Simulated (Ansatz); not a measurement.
**C₆H₁₃FHfN₂: small, medium and large basis sets**

One table from this session's results is given with a row withheld; the runs are named, their logs left out.

The runs use Ansatz 0.2.0, Gaussian basis; one geometry, several basis sets.

Plan: PBE0-D4/def2-SVP; ωB97M-V/def2-SVP; PBE0-D4/def2-QZVPP; ωB97M-V/def2-QZVPP; the functionals' def2-TZVPP values are taken from earlier runs.

1 further run of the same task is left out (it didn't finish).

### The geometry

An earlier PBE0-D4 in a triple-zeta def2 set relaxation fixed the geometry. Hf takes the def2 core potential; no spin-orbit term is included.

SMILES `C#[C][Hf]([F])([N](C)C)[N](C)C`, 23 atoms, charge 0, spin multiplicity 1.

Atoms are counted from 1 here; the program's logs count them from 0.

Bond lengths: C1–C2 1.216 Å, C1–H11 1.067 Å, C2–Hf3 2.210 Å, Hf3–F4 1.922 Å, Hf3–N5 2.020 Å, Hf3–N8 2.015 Å, N5–C6 1.446 Å, N5–C7 1.439 Å, C6–H12 1.098 Å, C6–H13 1.099 Å, C6–H14 1.098 Å, C7–H15 1.099 Å, C7–H16 1.100 Å, C7–H17 1.092 Å, N8–C9 1.446 Å, N8–C10 1.440 Å, C9–H18 1.098 Å, C9–H19 1.099 Å and more. Angles: C2–C1–H11 179.9°, C1–C2–Hf3 178.3°, C2–Hf3–F4 112.0°, C2–Hf3–N5 105.0°, C2–Hf3–N8 107.9°, F4–Hf3–N5 110.4°, F4–Hf3–N8 112.9°, N5–Hf3–N8 108.2°, Hf3–N5–C6 115.1°, Hf3–N5–C7 132.2°, C6–N5–C7 112.7°, N5–C6–H12 111.2°, N5–C6–H13 111.8°, N5–C6–H14 111.6°, H12–C6–H13 107.1°, H12–C6–H14 106.8°, H13–C6–H14 108.0°, N5–C7–H15 111.5° and more.

The first run:

Input file in.yaml:

```yaml
crystal:
  periodic: [false, false, false]
  atoms:
    - {symbol: C, position_ang: [1.275372, -3.529693, -0.340953]}
    - {symbol: C, position_ang: [1.045751, -2.346105, -0.495943]}
    - {symbol: Hf, position_ang: [0.682909, -0.189343, -0.813001]}
    - {symbol: F, position_ang: [1.518923, 0.454094, -2.420092]}
    - {symbol: N, position_ang: [-1.325084, -0.010349, -0.941690]}
    - {symbol: C, position_ang: [-1.905324, -0.485513, -2.178468]}
    - {symbol: C, position_ang: [-2.308946, 0.517901, -0.034082]}
    - {symbol: N, position_ang: [1.296693, 0.791353, 0.836440]}
    - {symbol: C, position_ang: [0.799998, 0.262980, 2.087045]}
    - {symbol: C, position_ang: [2.166979, 1.927008, 1.000785]}
    - {symbol: H, position_ang: [1.476761, -4.568659, -0.205966]}
    - {symbol: H, position_ang: [-1.133511, -0.872801, -2.856399]}
    - {symbol: H, position_ang: [-2.434408, 0.314214, -2.715350]}
    - {symbol: H, position_ang: [-2.615448, -1.305094, -2.003373]}
    - {symbol: H, position_ang: [-3.051217, -0.244262, 0.243181]}
    - {symbol: H, position_ang: [-2.857187, 1.360900, -0.479018]}
    - {symbol: H, position_ang: [-1.837270, 0.877069, 0.883000]}
    - {symbol: H, position_ang: [0.161319, -0.614284, 1.917932]}
    - {symbol: H, position_ang: [0.203682, 1.005541, 2.636166]}
    - {symbol: H, position_ang: [1.618096, -0.066446, 2.741382]}
    - {symbol: H, position_ang: [3.048284, 1.674440, 1.606646]}
    - {symbol: H, position_ang: [2.520918, 2.286908, 0.031517]}
    - {symbol: H, position_ang: [1.652691, 2.760132, 1.500240]}
basis:
  gaussian: {orbitals: def2-SVP}
hamiltonian: {xc: pbe0, dispersion: d4}
output: {orbitals: {seedname: orbitals}}
```

Command:

```console
$ ansatz run in.yaml --threads 4 --pin off --events-out ev --progress --plain --max-ram 46080MiB --backend cpu
```

Among the steps run: PBE0-D4 in def2-SVP; ωB97M-V in def2-SVP; PBE0-D4 in def2-QZVPP; ωB97M-V in def2-QZVPP.

One of the session's tables, all rows but one given; the rest of the session is left out.

It belongs to the step «Density functionals: the series». 

```
functional       basis  HOMO (eV)
   PBE0-D4    def2-SVP          ?
   PBE0-D4  def2-TZVPP      -6.50
   PBE0-D4  def2-QZVPP      -6.52
   ωB97M-V    def2-SVP      -8.69
   ωB97M-V  def2-TZVPP      -8.74
   ωB97M-V  def2-QZVPP      -8.76
```

Estimate the missing values for PBE0-D4, def2-SVP.

The run gave: HOMO (eV): -6.45. In the column «HOMO (eV)» it is the highest.
